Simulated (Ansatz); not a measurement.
# CH7B2FOSi: the cost of one run

Program: Ansatz 0.2.0. Level of theory: RKS B3LYP/STO-3G. These are calculated values, not measurements.

### 1 The starting structure

Bond lengths: B1–B2 1.676 Å, B2–O3 1.486 Å, O3–Si4 1.781 Å, Si4–C5 1.887 Å, Si4–F6 1.726 Å, B1–H7 1.210 Å, B1–H8 1.128 Å, B2–H9 1.215 Å, Si4–H10 1.413 Å, C5–H11 1.082 Å, C5–H12 1.082 Å, C5–H13 1.119 Å. Angles (14 of 19 angles, heavy atoms first): B1–B2–O3 121.9°, B2–O3–Si4 103.5°, O3–Si4–C5 107.2°, O3–Si4–F6 105.4°, C5–Si4–F6 107.6°, B1–B2–H9 118.7°, O3–B2–H9 119.0°, B2–B1–H7 115.7°, B2–B1–H8 122.5°, O3–Si4–H10 113.0°, C5–Si4–H10 113.6°, F6–Si4–H10 109.6°, Si4–C5–H11 107.3°, Si4–C5–H12 110.2°.

Coordinates:

```xyz
13

B     0.0731   -2.3359   -0.2000
B     0.0784   -1.2808    1.1017
O    -0.9049   -0.1730    1.2183
Si    0.0082    1.2537    0.6685
C    -0.1399    1.3221   -1.2111
F    -0.8389    2.6149    1.3085
H    -0.7193   -2.0820   -1.0788
H     0.8023   -3.1922   -0.2891
H     0.8279   -1.5047    2.0320
H     1.3436    1.2660    1.1315
H     0.4113    0.4797   -1.6086
H    -1.1809    1.2880   -1.5057
H     0.2596    2.3096   -1.5524
```

### 2 Preparing the start

input.yaml

```yaml
crystal:
  periodic: [false, false, false]
  atoms:
    - { symbol: B, position_ang: [0.0731, -2.3359, -0.2] }
    - { symbol: B, position_ang: [0.0784, -1.2808, 1.1017] }
    - { symbol: O, position_ang: [-0.9049, -0.173, 1.2183] }
    - { symbol: Si, position_ang: [0.0082, 1.2537, 0.6685] }
    - { symbol: C, position_ang: [-0.1399, 1.3221, -1.2111] }
    - { symbol: F, position_ang: [-0.8389, 2.6149, 1.3085] }
    - { symbol: H, position_ang: [-0.7193, -2.082, -1.0788] }
    - { symbol: H, position_ang: [0.8023, -3.1922, -0.2891] }
    - { symbol: H, position_ang: [0.8279, -1.5047, 2.032] }
    - { symbol: H, position_ang: [1.3436, 1.266, 1.1315] }
    - { symbol: H, position_ang: [0.4113, 0.4797, -1.6086] }
    - { symbol: H, position_ang: [-1.1809, 1.288, -1.5057] }
    - { symbol: H, position_ang: [0.2596, 2.3096, -1.5524] }
basis:
  gaussian: { orbitals: STO-3G }
hamiltonian:
  xc: b3lyp
relax:
  f_tol: 0.02
  max_steps: 40
scf:
  lower_state_search: "off"
```

Started as:

```console
$ ansatz run input.yaml --threads 1 --pin off --max-ram 2048MiB --backend cpu --events-out ev --progress --plain --runs-dir out
```

**Question.** How long does this run take on 1 thread of Intel Xeon 6975P-C (Granite Rapids), shared host, and how much memory does it need?

About 60 s, with a peak of 0.18 GiB.
